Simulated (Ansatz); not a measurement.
Consider an atomisation energy of Cl₂GeH₂Se, SMILES [Cl][GeH]([Cl])[SeH] (Ansatz 0.2.0, Python API).

The script, `tae_cl2geh2se.py`:
```python
"""Energy to split Cl2GeH2Se into its atoms."""

from collections import Counter

import ansatz as az
from ase import Atoms


def single_point(molecule, charge=0, unpaired=0):
    calc = molecule.calculation().basis(gaussian="def2-SVP").functional("hf")
    if charge:
        calc = calc.charge(charge)
    if unpaired:
        calc = calc.spin("collinear", total=unpaired)
    return calc.run(threads=1).report["free_energy_ev"]

atoms = Atoms(["Cl", "Ge", "Cl", "Se", "H", "H"], positions=[
    [-1.0569, 0.255, -1.9069],
    [-0.4242, -0.4174, 0.0062],
    [-1.441, 0.698, 1.5675],
    [1.9829, -0.0954, 0.1701],
    [-0.7525, -1.9288, 0.1313],
    [1.7337, 1.4246, -0.0144],
])
system = az.Crystal.molecule_from_ase(atoms)

# unpaired electrons of the ground-state atoms
unpaired = {"Cl": 1, "Ge": 2, "Se": 2, "H": 1}
counts = Counter(site.symbol for site in system.cartesian_sites)
atom_energy = {s: single_point(az.Crystal.molecule().atom(s, (0, 0, 0)), 0, unpaired[s]) for s in counts}
whole = single_point(system, 0, 0)
for s, e in atom_energy.items():
    print(f"{s:2s} x{counts[s]}  {e:14.5f} eV")
print(f"Cl2GeH2Se: {whole:.5f} eV")
split = sum(counts[s] * e for s, e in atom_energy.items()) - whole
print(f"atomisation energy (no zero-point term): {23.060548 * split:.1f} kcal/mol, {split / sum(counts.values()):.3f} eV an atom")
```

What does it cost to take this molecule apart into atoms?

256.5 kcal/mol from the electronic energies, without the zero-point term.

The run itself:

```console
$ python tae_cl2geh2se.py
Cl x2    -12498.71497 eV
Ge x1    -56465.20607 eV
Se x1    -65294.53029 eV
H  x2       -13.58606 eV
Cl2GeH2Se: -146795.46084 eV
atomisation energy (no zero-point term): 256.5 kcal/mol, 1.854 eV an atom
```

Notes:
- Total energies depend on the basis set; only differences at equal settings carry meaning.
- The geometry is a force-field or estimated start, not a minimum of this method, and the basis set is short of its limit. All parts are taken at fixed geometry, without zero-point energy.
- Hartree-Fock leaves correlation out, so bond, atomisation and ionisation energies come out well too low.
- The spin-orbit lowering of heavy atoms is left out.
- Wall time of the script: 2.9 s on 1 thread of Intel(R) Xeon(R) Platinum 8375C CPU @ 2.90GHz (Ice Lake), on a shared host, peak memory 0.33 GiB.
